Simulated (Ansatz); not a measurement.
# Ba2Ru: the cost of one run

Computed with Ansatz 0.2.0 (DFT PBE, scalar-relativistic, plane waves, PAW, unless a step's input says otherwise).

### 1 The structure to begin with

The structure is trigonal, space group P-3m1 (No. 164). The conventional cell has a = 3.998 Å, b = 3.998 Å, c = 5.542 Å, α = 90.00°, β = 90.00°, γ = 120.00°. Ba (site symmetry 3m) is surrounded by 3 Ru at 2.67 Å. Ru (site symmetry -3m) is surrounded by 6 Ba at 2.67 Å.

Coordinates:

```cif
data_structure
_symmetry_space_group_name_H-M 'P 1'
_symmetry_Int_Tables_number 1
_cell_length_a 3.9976
_cell_length_b 3.9976
_cell_length_c 5.5423
_cell_angle_alpha 90.000
_cell_angle_beta 90.000
_cell_angle_gamma 120.000
_cell_volume 76.70
loop_
_atom_site_label
_atom_site_type_symbol
_atom_site_fract_x
_atom_site_fract_y
_atom_site_fract_z
_atom_site_occupancy
Ba1 Ba 0.33333 0.66667 0.24192 1
Ba2 Ba 0.66667 0.33333 0.75808 1
Ru1 Ru 0.00000 0.00000 0.00000 1
```

The cell is invented: species swapped into a database cell of NiTe2 (P-3m1, No. 164), with Ru on the Ni sites and Ba on the Te sites. Its size is a rough estimate.

### 2 The guess as it stands, on a coarse mesh

File input.yaml:

```yaml
crystal:
  lattice:
    - [3.99757931, 0.0, 0.0]
    - [-1.99878965, 3.46200523, 0.0]
    - [0.0, 0.0, 5.54231071]
  atoms:
    - { symbol: Ba, position: [0.33333333, 0.66666667, 0.24191675] }
    - { symbol: Ba, position: [0.66666667, 0.33333333, 0.75808325] }
    - { symbol: Ru, position: [0.0, 0.0, 0.0] }
basis:
  ecutwfc: 420
kpoints:
  mp_grid: { grid: [6, 6, 4] }
hamiltonian:
  xc: pbe
scf:
  occupations: { method: gaussian, width: 0.1 }
  lower_state_search: "off"
output:
  forces: true
  stress: true
  eigenvalues: true
```

Run with:

```console
$ ansatz run input.yaml --threads 1 --pin off --max-ram 2048MiB --backend cpu --events-out ev --progress --plain --runs-dir out
```

**Question.** How long does this run take on 1 thread of Intel Xeon 6975P-C (Granite Rapids), shared host, and how much memory does it need?

About 1.4 s, with a peak of 0.39 GiB.
